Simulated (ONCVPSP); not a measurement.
**An ONCV potential for zinc, from input to tests**

Task: generate the file, and judge it by its errors in other configurations, its logarithmic derivatives, its ghosts and its cutoff.

Method: ONCVPSP 4.0.1.1 (patched build), PBE, scalar-relativistic.

### Step 1. The atom and the settings

The settings as typed:

| Item | Value |
| --- | --- |
| element | zinc (Zn, Z = 30) |
| type | optimised norm-conserving Vanderbilt (ONCV) |
| frozen core | [Ne] |
| valence charge | 20 |
| reference configuration | 3s2 3p6 3d10 4s2 |
| partial waves | 3s+4s: rc 1.20 bohr, ncon 4, nbas 8, qcut 9.5 1/bohr, 2 projectors; 3p: rc 0.95 bohr, ncon 4, nbas 8, qcut 12.7 1/bohr, 3 projectors, debl 2.1 Ha; 3d: rc 1.05 bohr, ncon 4, nbas 8, qcut 12.6 1/bohr, 2 projectors, debl 2.5 Ha |
| local potential | polynomial inside 0.85 bohr (lpopt 3, dvloc0 3 Ha) |
| core correction | Teter function, fcfact 4, rcfact 1.45 |

The outer shells as boxes (Hund's rule for the drawing; the calculation is spin-unpolarised):

```
[Ne] core
3s [↑↓]
3p [↑↓][↑↓][↑↓]
3d [↑↓][↑↓][↑↓][↑↓][↑↓]
4s [↑↓]
```

### Step 2. The generation run

File Zn.dat:

```
# ATOM AND REFERENCE CONFIGURATION
# atsym  z   nc   nv     iexc    psfile
  Zn 30.00    3    4        4      upf
#
#   n    l    f
    1    0    2.00
    2    0    2.00
    2    1    6.00
    3    0    2.00
    3    1    6.00
    3    2   10.00
    4    0    2.00
#
# PSEUDOPOTENTIAL AND OPTIMIZATION
# lmax
    2
#
#   l,   rc,      ep,       ncon, nbas, qcut
    0    1.20    0.00    4    8    9.50
    1    0.95    0.00    4    8   12.70
    2    1.05    0.00    4    8   12.60
#
# LOCAL POTENTIAL
# lloc, lpopt,  rc(5),   dvloc0
    4    3    0.85    3.00
#
# VANDERBILT-KLEINMAN-BYLANDER PROJECTORs
# l, nproj, debl
    0    2    2.30
    1    3    2.10
    2    2    2.50
#
# MODEL CORE CHARGE
# icmod, fcfact, rcfact
    3    4.00    1.45
#
# LOG DERIVATIVE ANALYSIS
# epsh1, epsh2, depsh
   -6.00    5.00    0.04
#
# OUTPUT GRID
# rlmax, drl
    6.00    0.01
#
# TEST CONFIGURATIONS
# ncnf
    4
# nvcnf
#   n    l    f
    4
    3    0    2.00
    3    1    6.00
    3    2   10.00
    4    0    1.00
#
    4
    3    0    2.00
    3    1    6.00
    3    2   10.00
    4    0    0.00
#
    4
    3    0    2.00
    3    1    6.00
    3    2    9.00
    4    0    0.00
#
    5
    3    0    2.00
    3    1    6.00
    3    2   10.00
    4    0    1.00
    4    1    1.00
#
```

Launch:

```bash
$ oncvpsp.x < Zn.dat > Zn.out
```

What does the calculation give? Wanted: cutoffs for 1 and 0.1 mHa per electron, occupied waves; bound ghosts; GHOST(+) flags; largest test error; largest phase difference near zero energy, channels read; rms error of d²Exc/dn², without and with the model core; projector energies reset by the program.

As calculated:

| quantity | value |
| --- | --- |
| cutoffs for 1 and 0.1 mHa per electron, occupied waves | 75 Ha and 157 Ha |
| bound ghosts | none found |
| GHOST(+) flags | none at low energy |
| largest test error (AE − PS) | -5.8 meV, for 3s2 3p6 3d9 4s0 |
| largest phase difference near zero energy, channels read | 0.000 rad |
| rms error of d²Exc/dn², without and with the model core | 3.14 and 1.87 mHa |
| projector energies reset by the program | p: -3.065, 0.250, 2.350 Ha |

In words: By total energies transferability is good: the largest error is 5.8 meV on 68.9 eV, for 3s2 3p6 3d9 4s0. By its cutoff, 75 Ha for the looser tolerance, it is very hard. At the looser tolerance the 3d wave is the slowest; 3p needs 51 Ha. The program's ghost test flags no bound state. Near zero energy the phases of the channels with partial waves agree within 0.001 rad. These are tests on the free atom; a crystal test is still owed.
